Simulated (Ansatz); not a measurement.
# YbAlCu: the cost of one run

Computed with Ansatz 0.2.0, driven from Python. The levels of theory stand in the script.

## 1. The system

The structure is hexagonal, space group P-62m (No. 189). The conventional cell has a = 7.091 Å, b = 7.091 Å, c = 3.982 Å, α = 90.00°, β = 90.00°, γ = 120.00°. Yb (site symmetry m2m) is surrounded by 5 Cu at 2.92 to 2.95 Å and 6 Al at 3.17 to 3.25 Å. Al (site symmetry m2m) has 4 Cu at 2.60 to 2.78 Å and 2 Al at 2.89 Å in its first shell of neighbours. Around Cu (site symmetry -6) lie 3 Al at 2.78 Å and 6 Yb at 2.92 Å. Around Cu (site symmetry -62m) lie 6 Al at 2.60 Å and 3 Yb at 2.95 Å.

Input file ybalcu.extxyz:

```xyz
9
Lattice="7.09087175 0.0 0.0 -3.54543588 6.14087507 0.0 0.0 0.0 3.981984" Properties=species:S:1:pos:R:3 pbc="T T T"
Yb    2.95270991    0.00000000    1.99099200
Yb   -1.47635495    2.55712179    1.99099200
Yb    2.06908092    3.58375328    1.99099200
Al    5.42385744    0.00000000    0.00000000
Al   -2.71192872    4.69719833    0.00000000
Al    0.83350716    1.44367674    0.00000000
Cu   -0.00000004    4.09391673    0.00000000
Cu    3.54543591    2.04695834    0.00000000
Cu    0.00000000    0.00000000    1.99099200
```

## 2. The code

The input, lattice_ybalcu.py:

```python
import warnings

import ansatz as az
import numpy as np

MESH = (5, 5, 8)
SMEARING = "gaussian"
FORCE_TOL = 0.005

def edges_and_angles(cell):
    cell = np.asarray(cell)
    a, b, c = np.linalg.norm(cell, axis=1)
    cosines = cell[1] @ cell[2] / (b * c), cell[0] @ cell[2] / (a * c), cell[0] @ cell[1] / (a * b)
    return (a, b, c, *np.degrees(np.arccos(cosines)))


def main() -> None:
    warnings.simplefilter("ignore", az.DeckWarning)

    xtal = az.Crystal.from_extxyz("ybalcu.extxyz")

    calc = (
        xtal.calculation()
        .basis(19 * az.Ha)
        .kpoints(*MESH)
        .occupations(SMEARING, width=150 * az.meV)
        .relax(cell=True, force_tolerance=FORCE_TOL)
    )

    levels = [("pbesol", "none"), ("blyp", "d3bj"), ("pbesol", "d3bj")]
    print("level            a       b       c    alpha   beta  gamma  V/atom  steps")
    for name, dispersion in levels:
        seen = []
        run = calc.functional(name, dispersion=dispersion).session().plan()
        out = run.execute(on_event=lambda e: seen.append(e) if e["event"] == "relax_step" else None)
        cell = out.lattice.cell_ang
        label = name if dispersion == "none" else f"{name}+{dispersion}"
        print("{:13s} {:7.4f} {:7.4f} {:7.4f} {:6.2f} {:6.2f} {:6.2f}".format(label, *edges_and_angles(cell)), f"{abs(np.linalg.det(cell)) / len(out.lattice.sites):7.3f} {len(seen):5d}")


if __name__ == "__main__":
    main()
```

## 3. The input behind the calls

The engine receives this input (first run):

```yaml
crystal:
  lattice:
    - [7.09087175, 0.0, 0.0]
    - [-3.54543588, 6.14087507, 0.0]
    - [0.0, 0.0, 3.981984]
  atoms:
    - { symbol: Yb, position: [0.4164100006462534, 0.0, 0.5] }
    - { symbol: Yb, position: [8.467204600054569e-10, 0.4164100003421825, 0.5] }
    - { symbol: Yb, position: [0.58358999991729, 0.5835899996578174, 0.5] }
    - { symbol: Al, position: [0.7649070003275691, 0.0, 0.0] }
    - { symbol: Al, position: [6.061219548192919e-10, 0.7649070004610923, 0.0] }
    - { symbol: Al, position: [0.23509300047657283, 0.23509299953890772, 0.0] }
    - { symbol: Cu, position: [0.33333332951939293, 0.6666666693807207, 0.0] }
    - { symbol: Cu, position: [0.6666666704806071, 0.33333333061927933, 0.0] }
    - { symbol: Cu, position: [0.0, 0.0, 0.5] }
basis:
  ecutwfc: 517.016338673772
kpoints:
  mp_grid:
    grid: [5, 5, 8]
hamiltonian:
  xc: pbesol
  dispersion: none
scf:
  occupations:
    method: gaussian
    width: 0.15
relax:
  f_tol: 0.005
  cell: {}
```

## 4. Running it

Run with:

```bash
$ python lattice_ybalcu.py
```

Q: Estimate wall time and peak memory on 1 thread of AMD EPYC 7R43 (Zen 3), shared host.

About 17 min, with a peak of 0.85 GiB.
